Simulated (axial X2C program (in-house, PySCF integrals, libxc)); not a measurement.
**A two-component session on INb⁻: properties at the nuclei**

Wanted for INb⁻: properties at the nuclei, at the two-component level.

Program: an in-house X2C program for linear molecules on PySCF integrals. Level of theory: two-component X2C with atomic mean-field terms, I dyall-acv3z, Nb dyall-acv3z. These are calculated values, not measurements.

### 1 Set-up

The input, task.json:

```json
{"zs": [53, 41], "q": -1, "bas": ["dyall-acv3z", "dyall-acv3z"], "r0": 2.8, "levels": ["PBE0", "HF", "LDA", "PBE50", "B3LYP"], "nst": 3}
```

Keys: zs atomic numbers; q charge; bas basis sets; r0 starting distance in Å; levels methods (HF also brings MP2); nst determinants followed.

Started as:

```bash
$ python soeom.py task.json out
```

Nuclei are Gaussian, cores are contracted, and the Gaunt term is on.

### 2 Expectation values, lowest determinant

R = 2.835 Å. State: Ω = 5/2 (excess of +ω over −ω: ω = 5/2).

Output of the PBE0 run:

```text
two-component X2C + atomic mean field  PBE0
basis functions 303  fitting functions 1444  grid points 5803
iter        total energy     max residual
   1     -10926.878820872     1.70e+01
   2     -10928.469439091     1.25e+01
   3     -10929.484036412     5.53e+00
   4     -10929.825317192     3.54e+00
   5     -10930.062299477     4.95e-01
   6     -10930.072615676     6.58e-01
   7     -10930.098591985     4.32e-01
   8     -10930.100369961     2.95e-01
   9     -10930.104131383     6.83e-02
  10     -10930.104889444     9.44e-02
  11     -10930.105289422     3.58e-02
  12     -10930.105356778     4.26e-02
  13     -10930.105421400     1.58e-02
  14     -10930.105439447     2.03e-02
  15     -10930.105455997     5.70e-03
  16     -10930.105461507     1.05e-02
  17     -10930.105464673     4.61e-03
  18     -10930.105465793     4.06e-03
  19     -10930.105466454     2.39e-03
  20     -10930.105466796     1.27e-03
  21     -10930.105466994     3.03e-04
  22     -10930.105467110     5.42e-04
  23     -10930.105467138     3.28e-04
  24     -10930.105467160     2.09e-04
  25     -10930.105467172     1.07e-04
  26     -10930.105467175     7.30e-05
  27     -10930.105467177     3.56e-05
  28     -10930.105467178     1.71e-05
  29     -10930.105467178     1.41e-05
  30     -10930.105467178     1.01e-05
  31     -10930.105467178     9.18e-06
converged
one-electron -15842.36414770  Coulomb 4815.35677756  exact exchange -74.54411023  xc functional -228.09212522  nuclear repulsion 405.60919906  atomic mean-field constant -6.07106065
```

The highest occupied spinor is 99% Nb d.

```
level  Eeff magnitude (GV/cm)  Ws magnitude I (kHz)  A∥/gI I (MHz)  qzz I (a.u.)  A∥/gI Nb (MHz)  qzz Nb (a.u.)
 PBE0                    1.82               0.00909           6.71          1.75             371           0.42
   HF                    1.62                 0.124           -8.8          0.63             135           0.01
  LDA                    1.36                0.0611           1.84          2.38             453           0.66
PBE50                    2.18                0.0112            7.3          1.43             329           0.24
B3LYP                    2.36                0.0984           16.2          1.71             406           0.48
```

Eeff is the effective electric field on the electron dipole moment in this Ω state and Ws the scalar–pseudoscalar constant (defined with the proton number Z and per Ω); A∥ is the parallel hyperfine constant, which follows by multiplying with the nuclear g factor gI = μI/(I μN); qzz is the electric field gradient, eQq0 = 234.96 MHz × Q/barn × qzz. The operators were transformed with the bare-nucleus X2C matrices.

### 3 Expectation values, a higher determinant

R = 2.835 Å. State: Ω = 3/2 (excess of +ω over −ω: ω = 1/2, ω = -3/2, ω = 5/2), 0.26 eV above the lowest in the PBE0 search for states (made at or near this distance, with looser thresholds).

Output of the PBE0 run:

```text
two-component X2C + atomic mean field  PBE0
basis functions 303  fitting functions 1444  grid points 5803
iter        total energy     max residual
   1     -10926.860366468     1.70e+01
   2     -10928.530035888     1.21e+01
   3     -10929.607810373     3.11e+00
   4     -10929.934729443     3.44e+00
   5     -10930.065576956     5.73e-01
   6     -10930.077040002     5.51e-01
   7     -10930.091560394     2.97e-01
   8     -10930.093020841     2.54e-01
   9     -10930.095296593     8.14e-02
  10     -10930.095704641     1.01e-01
  11     -10930.095978972     1.17e-01
  12     -10930.096021241     7.94e-02
  13     -10930.096157824     1.87e-02
  14     -10930.096171766     1.82e-02
  15     -10930.096189724     8.32e-03
  16     -10930.096194923     1.06e-02
  17     -10930.096200273     4.81e-03
  18     -10930.096201801     4.50e-03
  19     -10930.096202881     1.52e-03
  20     -10930.096203246     2.19e-03
  21     -10930.096203461     2.04e-03
  22     -10930.096203587     8.01e-04
  23     -10930.096203661     4.02e-04
  24     -10930.096203703     4.59e-04
  25     -10930.096203717     2.22e-04
  26     -10930.096203726     9.15e-05
  27     -10930.096203731     1.06e-04
  28     -10930.096203732     4.87e-05
  29     -10930.096203733     2.30e-05
  30     -10930.096203733     3.70e-05
  31     -10930.096203733     1.15e-05
  32     -10930.096203733     1.57e-05
  33     -10930.096203733     1.15e-05
  34     -10930.096203733     5.00e-06
converged
one-electron -15840.97192673  Coulomb 4813.94206775  exact exchange -74.53818923  xc functional -228.06629394  nuclear repulsion 405.60919906  atomic mean-field constant -6.07106065
```

The highest occupied spinor is 33% Nb p, 33% Nb d, 22% Nb s.

```
level  Eeff magnitude (GV/cm)  Ws magnitude I (kHz)  A∥/gI I (MHz)  qzz I (a.u.)  A∥/gI Nb (MHz)  qzz Nb (a.u.)
 PBE0                    2.58                 0.332           4.68          1.13             529          -0.72
   HF                   0.523                 0.328          -45.6          0.71             161          -1.28
  LDA                    2.87                 0.418          -2.47          1.15             717          -0.53
PBE50                    2.33                 0.217         -0.265          1.11             444          -0.93
B3LYP                    3.14                 0.502           23.9          1.09             591          -0.63
```

### 4 Expectation values, a higher determinant

R = 2.835 Å. State: Ω = 7/2 (excess of +ω over −ω: 2 × ω = 1/2, ω = 5/2), 0.34 eV above the lowest in the PBE0 search for states (made at or near this distance, with looser thresholds).

Output of the PBE0 run:

```text
two-component X2C + atomic mean field  PBE0
basis functions 303  fitting functions 1444  grid points 5803
iter        total energy     max residual
   1     -10926.856694441     1.70e+01
   2     -10928.523727637     1.21e+01
   3     -10929.601290450     3.20e+00
   4     -10929.927474344     3.44e+00
   5     -10930.062544266     5.58e-01
   6     -10930.073485709     5.78e-01
   7     -10930.088731681     2.98e-01
   8     -10930.090338650     2.68e-01
   9     -10930.092372722     1.07e-01
  10     -10930.092754039     1.20e-01
  11     -10930.093027618     1.20e-01
  12     -10930.093088978     7.30e-02
  13     -10930.093213193     2.17e-02
  14     -10930.093227400     1.89e-02
  15     -10930.093243297     6.35e-03
  16     -10930.093249030     6.88e-03
  17     -10930.093252512     6.61e-03
  18     -10930.093253757     3.95e-03
  19     -10930.093254699     1.65e-03
  20     -10930.093255060     1.20e-03
  21     -10930.093255248     3.31e-04
  22     -10930.093255348     9.83e-04
  23     -10930.093255404     5.10e-04
  24     -10930.093255431     1.44e-04
  25     -10930.093255444     1.63e-04
  26     -10930.093255449     2.03e-04
  27     -10930.093255452     3.29e-05
  28     -10930.093255453     4.48e-05
  29     -10930.093255453     3.27e-05
  30     -10930.093255453     1.49e-05
  31     -10930.093255453     1.99e-05
  32     -10930.093255453     1.01e-05
  33     -10930.093255453     5.30e-06
converged
one-electron -15840.91017974  Coulomb 4813.88239101  exact exchange -74.53823578  xc functional -228.06536936  nuclear repulsion 405.60919906  atomic mean-field constant -6.07106065
```

The highest occupied spinor is 33% Nb p, 33% Nb d, 22% Nb s.

```
level  Eeff magnitude (GV/cm)  Ws magnitude I (kHz)  A∥/gI I (MHz)  qzz I (a.u.)  A∥/gI Nb (MHz)  qzz Nb (a.u.)
 PBE0                    2.65                 0.162           46.2          1.14             374          -0.68
   HF                   0.512                 0.135           1.96          0.69             208          -1.22
  LDA                    3.02                 0.218           67.2          1.18             456          -0.50
PBE50                    2.36                 0.106           34.1          1.10             336          -0.88
B3LYP                    3.23                 0.244           53.3          1.10             404          -0.59
```

### 5 Outcome

```
                                        quantity                                                       value
                              lowest determinant                     Ω = 5/2 (excess of +ω over −ω: ω = 5/2)
                    Eeff magnitude (GV/cm), PBE0                                                        1.82
                      Ws magnitude I (kHz), PBE0                                                     0.00909
                             A∥/gI I (MHz), PBE0                                                        6.71
                              qzz I (a.u.), PBE0                                                        1.75
                              higher determinant  Ω = 3/2 (excess of +ω over −ω: ω = 1/2, ω = -3/2, ω = 5/2)
Eeff magnitude (GV/cm), PBE0, higher determinant                                                        2.58
  Ws magnitude I (kHz), PBE0, higher determinant                                                       0.332
         A∥/gI I (MHz), PBE0, higher determinant                                                        4.68
          qzz I (a.u.), PBE0, higher determinant                                                        1.13
                              higher determinant        Ω = 7/2 (excess of +ω over −ω: 2 × ω = 1/2, ω = 5/2)
Eeff magnitude (GV/cm), PBE0, higher determinant                                                        2.65
  Ws magnitude I (kHz), PBE0, higher determinant                                                       0.162
         A∥/gI I (MHz), PBE0, higher determinant                                                        46.2
          qzz I (a.u.), PBE0, higher determinant                                                        1.14
```

**Reading.** In the first state, the effective field runs from 1.36 to 2.36 GV/cm over the mean-field levels. The expectation values come from single determinants, which for open shells can mix terms of unlike spin or miss the lowest Ω, so a determinant need not be a state. Eeff is the effective electric field on the electron dipole moment in this Ω state and Ws the scalar–pseudoscalar constant (defined with the proton number Z and per Ω); A∥ is the parallel hyperfine constant, which follows by multiplying with the nuclear g factor gI = μI/(I μN); qzz is the electric field gradient, eQq0 = 234.96 MHz × Q/barn × qzz. The operators were transformed with the bare-nucleus X2C matrices.
